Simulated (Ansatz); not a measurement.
# C2H4B2ClF: one species, many methods

Aim: compute C2H4B2ClF with functionals from several rungs and with coupled cluster. The yardstick is the atomisation energy at the CCSD(T) limit.

Method: functionals in def2-TZVPP, the program's frozen cores in correlated methods; program: Ansatz 0.2.0, Gaussian basis.

The runs, in order: LDA (SPW92), PBE-D4, revPBE-D4, BLYP-D4, r2SCAN-D4, B97M-V, PBE0-D4, B3LYP-D4, r2SCANh-D4, r2SCAN0-D4, HSE06-D4, BHLYP-D4, CAM-B3LYP-D4, LC-ωPBE, ωB97X-V, ωB97M-V, B2PLYP, PBE-QIDH; CCSD(T)/def2-SVP; CCSD(T)/def2-TZVPP; MP2/def2-QZVPP; extrapolation to the limit; RPA on PBE.

**1. Structure used throughout**

The geometry comes from an earlier relaxation with PBE0-D4 in a triple-zeta def2 set; it is a stationary point, not always the lowest conformer.

SMILES `FB1CB(Cl)C1`, 10 atoms, charge 0, spin multiplicity 1.

Atoms are counted from 1 here; the program's logs count them from 0.

Bond lengths: F1–B2 1.321 Å, B2–C3 1.573 Å, B2–C6 1.573 Å, C3–B4 1.572 Å, C3–H7 1.100 Å, C3–H8 1.086 Å, B4–Cl5 1.742 Å, B4–C6 1.572 Å, C6–H9 1.100 Å, C6–H10 1.086 Å. Angles: F1–B2–C3 130.1°, F1–B2–C6 130.1°, C3–B2–C6 97.7°, B2–C3–B4 77.2°, B2–C3–H7 106.8°, B2–C3–H8 126.3°, B4–C3–H7 106.2°, B4–C3–H8 125.3°, H7–C3–H8 110.2°, C3–B4–Cl5 130.2°, C3–B4–C6 97.8°, Cl5–B4–C6 130.2°, B2–C6–B4 77.2°, B2–C6–H9 106.8°, B2–C6–H10 126.3°, B4–C6–H9 106.2°, B4–C6–H10 125.3°, H9–C6–H10 110.2°.

**2. LDA**

This LDA is Slater exchange with PW92 correlation.

Input file in.yaml:

```yaml
crystal:
  periodic: [false, false, false]
  atoms:
    - {symbol: F, position_ang: [-2.101227, -0.917126, -0.322973]}
    - {symbol: B, position_ang: [-0.897996, -0.509172, 0.038007]}
    - {symbol: C, position_ang: [-0.445079, 0.832618, 0.723093]}
    - {symbol: B, position_ang: [0.708323, 0.563018, -0.310063]}
    - {symbol: Cl, position_ang: [1.609317, 1.672943, -1.305318]}
    - {symbol: C, position_ang: [0.521751, -0.992468, -0.437010]}
    - {symbol: H, position_ang: [-0.040875, 0.565067, 1.710462]}
    - {symbol: H, position_ang: [-1.025889, 1.747620, 0.791073]}
    - {symbol: H, position_ang: [1.017807, -1.433396, 0.440118]}
    - {symbol: H, position_ang: [0.736969, -1.580205, -1.324390]}
basis:
  gaussian: {orbitals: def2-TZVPP}
hamiltonian: {xc: lda}
output: {orbitals: {seedname: orbitals}}
```

After this run come: PBE-D4 (GGA); revPBE-D4 (GGA); BLYP-D4 (GGA); r2SCAN-D4 (meta-GGA); B97M-V (meta-GGA); PBE0-D4 (hybrid); B3LYP-D4 (hybrid); r2SCANh-D4 (hybrid); r2SCAN0-D4 (hybrid); HSE06-D4 (hybrid); BHLYP-D4 (hybrid); CAM-B3LYP-D4 (range-separated); LC-ωPBE (range-separated); ωB97X-V (range-separated); ωB97M-V (range-separated); B2PLYP (double hybrid); PBE-QIDH (double hybrid); CCSD(T) in def2-SVP; CCSD(T) in def2-TZVPP; MP2 in def2-QZVPP; RPA on PBE orbitals.

**Question.** What will the summary of the whole plan be? Wanted: atomisation energy, CCSD(T)/CBS; farthest beyond LDA; mean size of error, GGA; mean size of error, meta-GGA; mean size of error, hybrid; mean size of error, range-separated; mean size of error, double hybrid; gap, smallest and largest; T1 diagnostic.

The runs gave:

```
                               quantity                                      value
        atomisation energy, CCSD(T)/CBS                              4189.7 kJ/mol
 functionals within 20.9 kJ/mol (0.5 %)                  BLYP-D4, B3LYP-D4, B2PLYP
                    farthest beyond LDA                     PBE-D4 (+159.1 kJ/mol)
                mean size of error, GGA                                68.4 kJ/mol
           mean size of error, meta-GGA                                80.6 kJ/mol
             mean size of error, hybrid                                61.9 kJ/mol
    mean size of error, range-separated                                50.4 kJ/mol
      mean size of error, double hybrid                                34.4 kJ/mol
              gap, smallest and largest  4.02 eV (LDA (SPW92)), 11.48 eV (LC-ωPBE)
                          T1 diagnostic                                     0.0125
triples share of the correlation energy                                      4.0 %
```

What this shows: The LDA atomisation energy is off by 671.9 kJ/mol (16 %): it overbinds. PBE-D4 misses by +159.1 kJ/mol. Double hybrids carry the basis error of their MP2 part in triple zeta, and no dispersion term here, so their miss is partly the set-up's. By mean error the best rung here is double hybrid (34.4 kJ/mol) and the worst beyond LDA is meta-GGA (80.6 kJ/mol). Misses under about 20.9 kJ/mol are within the doubt on the reference itself, which lacks core-valence correlation, relativity and higher excitations. Hartree-Fock recovers 77 % of the binding; the rest is correlation. CCSD(T) in def2-SVP is off by -140.9 kJ/mol, more than most functionals: a good method in a small basis is no reference. The gap grows from 4.0 to 11.5 eV across the functionals, mostly with the share of exact exchange.
